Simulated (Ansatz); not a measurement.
This script for Ansatz's Python interface starts 4 runs on RbCaH₃, space group Pm-3m. What input does the engine get in each?

The script, `rbcah3_compress.py`:
```python
'''Cell of RbCaH3 under pressure.'''

import ansatz as az
import numpy as np
import pandas as pd

def edges_and_angles(cell):
    cell = np.asarray(cell)
    a, b, c = np.linalg.norm(cell, axis=1)
    cosines = cell[1] @ cell[2] / (b * c), cell[0] @ cell[2] / (a * c), cell[0] @ cell[1] / (a * b)
    return (a, b, c, *np.degrees(np.arccos(cosines)))


def main() -> None:
    lattice = az.Lattice.of(
        (4.547, 0.0, 0.0),
        (0.0, 4.547, 0.0),
        (0.0, 0.0, 4.547),
    )
    sites = [
        ('Rb', (0.0, 0.0, 0.0)),
        ('Ca', (0.5, 0.5, 0.5)),
        ('H', (0.0, 0.5, 0.5)),
        ('H', (0.5, 0.0, 0.5)),
        ('H', (0.5, 0.5, 0.0)),
    ]
    system = az.Crystal(lattice=lattice)
    for symbol, position in sites:
        system = system.atom(symbol, position)

    calculation = (
        system.calculation()
        .occupations('fixed')  # whole-number filling, right only where there is a gap
        .functional('lda')
        .initial_density(normalization='atom')
        .pseudopotentials('paw')
        .kpoints(spacing=0.4)
        .mixing('broyden', preconditioner='kerker_dos')
    )

    # H = F + PV, with 1 GPa A^3 = 1/160.21766 eV
    rows = []
    for pressure in [0, 5, 10, 20]:
        result = calculation.relax(cell=True, pressure=pressure).run(threads=1, backend='cpu')
        cell = result.lattice.cell_ang
        n_atoms = len(result.lattice.sites)
        volume = abs(np.linalg.det(cell)) / n_atoms
        enthalpy = result.report['free_energy_ev'] / n_atoms + pressure * volume / 160.21766
        rows.append((pressure, volume, enthalpy, *edges_and_angles(cell)))
        print(f'{pressure} GPa done: {volume:.4f} A^3/atom')

    table = pd.DataFrame(rows, columns=['P_GPa', 'V_A3_atom', 'H_eV_atom', 'a', 'b', 'c', 'alpha', 'beta', 'gamma'])
    print(table.round(4).to_string(index=False))
    p, v = np.array([row[0] for row in rows], float), np.array([row[1] for row in rows])
    print('mean bulk modulus between rows (GPa):', np.round(-np.diff(p) / np.diff(np.log(v)), 1))


if __name__ == '__main__':
    main()
```

Run 1:
```yaml
crystal:
  lattice:
    - [4.547, 0.0, 0.0]
    - [0.0, 4.547, 0.0]
    - [0.0, 0.0, 4.547]
  atoms:
    - { symbol: Rb, position: [0.0, 0.0, 0.0] }
    - { symbol: Ca, position: [0.5, 0.5, 0.5] }
    - { symbol: H, position: [0.0, 0.5, 0.5] }
    - { symbol: H, position: [0.5, 0.0, 0.5] }
    - { symbol: H, position: [0.5, 0.5, 0.0] }
kpoints:
  mp_grid:
    kspacing: 0.4
hamiltonian:
  xc: lda
  pseudopotentials:
    kind: paw
scf:
  mixing:
    algorithm: broyden
    preconditioner: kerker_dos
  occupations:
    method: fixed
  initial_density:
    normalization: atom
relax:
  cell:
    p_target: 0.0
```

Run 2, against run 1:
```diff
-    p_target: 0.0
+    p_target: 5.0
```

Run 3, against run 1:
```diff
-    p_target: 0.0
+    p_target: 10.0
```

Run 4, against run 1:
```diff
-    p_target: 0.0
+    p_target: 20.0
```

`python rbcah3_compress.py` gives:
```text
DeckWarning: basis.ecutwfc = 420 eV, auto-derived from the records' recommended cutoffs: set by Rb (normal level)
0 GPa done: 17.0132 A^3/atom
5 GPa done: 14.8945 A^3/atom
10 GPa done: 13.5709 A^3/atom
20 GPa done: 11.9212 A^3/atom
 P_GPa  V_A3_atom  H_eV_atom      a      b      c  alpha  beta  gamma
     0    17.0132  -998.4719 4.3980 4.3980 4.3980   90.0  90.0   90.0
     5    14.8945  -997.9776 4.2072 4.2072 4.2072   90.0  90.0   90.0
    10    13.5709  -997.5350 4.0787 4.0787 4.0787   90.0  90.0   90.0
    20    11.9212  -996.7440 3.9063 3.9063 3.9063   90.0  90.0   90.0
mean bulk modulus between rows (GPa): [37.6 53.7 77.2]
```
(Warnings from the package without file and line.)

The volume falls from 17.01 Å³ an atom at 0 GPa to 11.92 at 20 GPa, by 29.9 %. Between 0 and 5 GPa, -V dP/dV is about 38 GPa, a mean over that step.

The settings weren't tested for convergence. At a fixed pressure a relaxation lowers the enthalpy F + PV, while F alone can rise. The starting cell is as deposited in a crystallographic database; the results hold for this polymorph, which needn't be the stable one. Symmetry holds the cell in this phase, whether or not it is the stable one at each pressure. Hardware and time: 19 s on 1 thread of AMD EPYC 7R13 Processor (Zen 3), with other jobs on the host, peak memory 0.43 GiB.

(Lines on the test bed's own set-up are left out of the output.)
